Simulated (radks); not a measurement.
# Numerical settings for I

Aim: see which numerical settings matter for neutral iodine. Each run changes a setting or two against a run with the defaults. The defaults are a mesh step of 0.008 in ln r, a mesh end at 40 bohr or more, Anderson mixing 0.5 over 9 steps and a tight residual threshold, with the energy settled to 1e-9 hartree as well; every run has a cap on iterations.

The numbers are computed with radks (a radial shooting solver on a logarithmic mesh, Libxc functionals) version 1 (non-relativistic Kohn-Sham, TPSS, spin-polarised, spherical densities, point nucleus; open shells are filled with parallel spins first), except any that are marked as measured or tabulated.

### Step 1. The system

```
element       : iodine (Z = 53)
charge        : 0
electrons     : 53
configuration : [Kr] 4d10 5s2 5p5
```

Outer shells as boxes (Hund's rule):

I
```
[Kr] core
4d [↑↓][↑↓][↑↓][↑↓][↑↓]
5s [↑↓]
5p [↑↓][↑↓][↑ ]
```

### Step 2. Default settings

Settings of this run:

```text
Z 53
configuration [Kr] 4d10 5s2 5p5
relativity non-relativistic
functional tpss,tpss
spin polarised
nucleus point
max_iterations 58
```

Started as:

```
> python run_ks.py task.json out
```

This one command runs every case of the session in turn.

### Step 3. Mesh step in ln r 0.005

Changes since step 2:

```diff
@@ -6,2 +6,3 @@
 nucleus point
+mesh_step 0.005
 max_iterations 58
```

### Step 4. Mesh step in ln r 0.12

Changes since step 3:

```diff
@@ -6,3 +6,3 @@
 nucleus point
-mesh_step 0.005
+mesh_step 0.12
 max_iterations 58
```

### Step 5. Mesh step in ln r 0.012

Changes since step 4:

```diff
@@ -6,3 +6,3 @@
 nucleus point
-mesh_step 0.12
+mesh_step 0.012
 max_iterations 58
```

### Step 6. Mesh end (bohr) 20

Changes since step 5:

```diff
@@ -6,3 +6,3 @@
 nucleus point
-mesh_step 0.012
+mesh_end 20
 max_iterations 58
```

### Step 7. Mesh end (bohr) 3

Changes since step 6:

```diff
@@ -6,3 +6,3 @@
 nucleus point
-mesh_end 20
+mesh_end 3
 max_iterations 58
```

### Step 8. Residual threshold 1e-13

Changes since step 7:

```diff
@@ -6,3 +6,3 @@
 nucleus point
-mesh_end 3
+threshold 1e-13
 max_iterations 58
```

### Step 9. Residual threshold 1e-16

Changes since step 8:

```diff
@@ -6,3 +6,3 @@
 nucleus point
-threshold 1e-13
+threshold 1e-16
 max_iterations 58
```

### Step 10. Mixing 0.2

Changes since step 9:

```diff
@@ -6,3 +6,3 @@
 nucleus point
-threshold 1e-16
+mixing 0.2
 max_iterations 58
```

### Step 11. Mixing history 1, mixing 0.8

Changes since step 10:

```diff
@@ -6,3 +6,4 @@
 nucleus point
-mixing 0.2
+history 1
+mixing 0.8
 max_iterations 58
```

### Step 12. Mixing history 1, mixing 0.5

Changes since step 11:

```diff
@@ -7,3 +7,3 @@
 history 1
-mixing 0.8
+mixing 0.5
 max_iterations 58
```

### Step 13. Mixing history 2

Changes since step 12:

```diff
@@ -6,4 +6,3 @@
 nucleus point
-history 1
-mixing 0.5
+history 2
 max_iterations 58
```

### Step 14. Iteration cap 2

Changes since step 13:

```diff
@@ -6,3 +6,2 @@
 nucleus point
-history 2
-max_iterations 58
+max_iterations 2
```

What does the calculation give? Wanted: for each run, setting; iterations; converged; change of E.

As calculated:

| setting | mesh points | iterations | converged | change of E (mhartree) | time |
| --- | --- | --- | --- | --- | --- |
| Default settings | 2725 | 10 | yes | 0 | 0.25 s |
| mesh step in ln r 0.005 | 4359 | 10 | yes | 0 | 0.34 s |
| mesh step in ln r 0.12 | 182 | 2 | no | - | 0.01 s |
| mesh step in ln r 0.012 | 1817 | 10 | yes | 0 | 0.15 s |
| mesh end (bohr) 20 | 2390 | 10 | yes | 0 | 0.2 s |
| mesh end (bohr) 3 | 2153 | 9 | no | - | 0.15 s |
| residual threshold 1e-13 | 2725 | 58 | no | - | 0.7 s |
| residual threshold 1e-16 | 2725 | 58 | no | - | 0.73 s |
| mixing 0.2 | 2725 | 12 | yes | 0 | 0.29 s |
| mixing history 1, mixing 0.8 | 2725 | 28 | yes | 0 | 0.58 s |
| mixing history 1, mixing 0.5 | 2725 | 22 | yes | 0 | 0.5 s |
| mixing history 2 | 2725 | 14 | yes | 0 | 0.38 s |
| iteration cap 2 | 2725 | 2 | no | - | 0.1 s |

A zero stands for a change under the printed digits. No run that converges misses the default energy by more than 1 mhartree. Not converged or rejected: mesh step in ln r 0.12; mesh end (bohr) 3; residual threshold 1e-13; residual threshold 1e-16; iteration cap 2. A mesh that ends early acts as a hard wall.
